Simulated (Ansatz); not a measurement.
# CH3Ga+ (doublet): wave-function methods side by side, cc-pVDZ

The task here is to estimate one member of a computed series from the others.

The runs use Ansatz 0.2.0, Gaussian basis; cc-pVDZ, core rule «outside noble gas», up to 15 orbitals frozen.

To be run: UHF; CCSD(T) on ROHF; CCSD(T) on UHF; BCCD(T) on ROHF; CISD; CCSDT(Q) on ROHF; CCSDT(Q) on UHF.

8 further runs of the same task are left out: 4 for a known fault of the program, 4 set aside as unsound or not needed.

## What is computed

The geometry is a PBE0/def2-TZVP stationary point (not a proven minimum) of the parent state, kept for this charge and spin. No spin-orbit coupling is included. The filled d shell of Ga may be among the frozen orbitals whatever the setting's name suggests; the logs give the count.

5 atoms, charge 1, spin multiplicity 2.

Atoms are counted from 1 here; the program's logs count them from 0.

Bond lengths: C1–Ga2 1.774 Å, C1–H3 1.083 Å, C1–H4 1.083 Å, Ga2–H5 1.531 Å. Angles: Ga2–C1–H3 121.4°, Ga2–C1–H4 121.4°, H3–C1–H4 117.2°, C1–Ga2–H5 180.0°.

Geometry (Å):

```
C     0.0000    0.0000    1.4854
Ga    0.0000    0.0000   -0.2888
H     0.0000    0.9244    2.0499
H     0.0000   -0.9244    2.0499
H     0.0000    0.0000   -1.8201
```

The first run:

in.yaml reads:

```yaml
crystal:
  periodic: [false, false, false]
  atoms:
    - {symbol: C, position_ang: [0.000000, 0.000000, 1.485416]}
    - {symbol: Ga, position_ang: [0.000000, 0.000000, -0.288840]}
    - {symbol: H, position_ang: [0.000000, 0.924425, 2.049945]}
    - {symbol: H, position_ang: [0.000000, -0.924425, 2.049945]}
    - {symbol: H, position_ang: [0.000000, 0.000000, -1.820112]}
basis:
  gaussian: {orbitals: cc-pVDZ}
total_charge: 1
magnetization: {spin_polarized: true, initial_magnetization: 1}
hamiltonian: {xc: hf}
output: {orbitals: {seedname: orbitals}}
```

Started as:

```bash
$ ansatz run in.yaml --threads 1 --pin off --events-out ev --progress --plain --max-ram 4096MiB --backend cpu
```

Steps of the session up to this table: UHF; CCSD(T) on ROHF; CCSD(T) on UHF; BCCD(T) on ROHF; CISD; CCSDT(Q) on ROHF; CCSDT(Q) on UHF.

One table of the session follows, with a row left open; its other results are not shown here.

It belongs to the step «Misses and costs». 

```
   method  from UCCSDT(Q) (kcal/mol)
     ROHF                    +121.58
      UHF                    +119.54
     RMP2                     +21.12
     UMP2                     +21.22
    RCCSD                      +3.26
    UCCSD                      +3.20
 RCCSD(T)                          ?
 UCCSD(T)                      +0.61
  BCCD(T)                      +0.62
   RCCSDT                      +0.18
   UCCSDT                      +0.15
RCCSDT(Q)                      +0.03
UCCSDT(Q)                          0
```

**Question.** Estimate the row for RCCSD(T).

As computed: from UCCSDT(Q) (kcal/mol): +0.63. In the column «from UCCSDT(Q) (kcal/mol)» it lies between BCCD(T) (+0.62) and UCCSD (+3.20).

Not comparable, so not listed: CISD (they don't share determinant, frozen orbitals or solution with the rows shown, or repeat one).

Caveats from the session: Restricted and unrestricted rows rest on different reference determinants; where their highest levels disagree by more than a few hundredths of an eV, they describe different states and don't form one ladder.
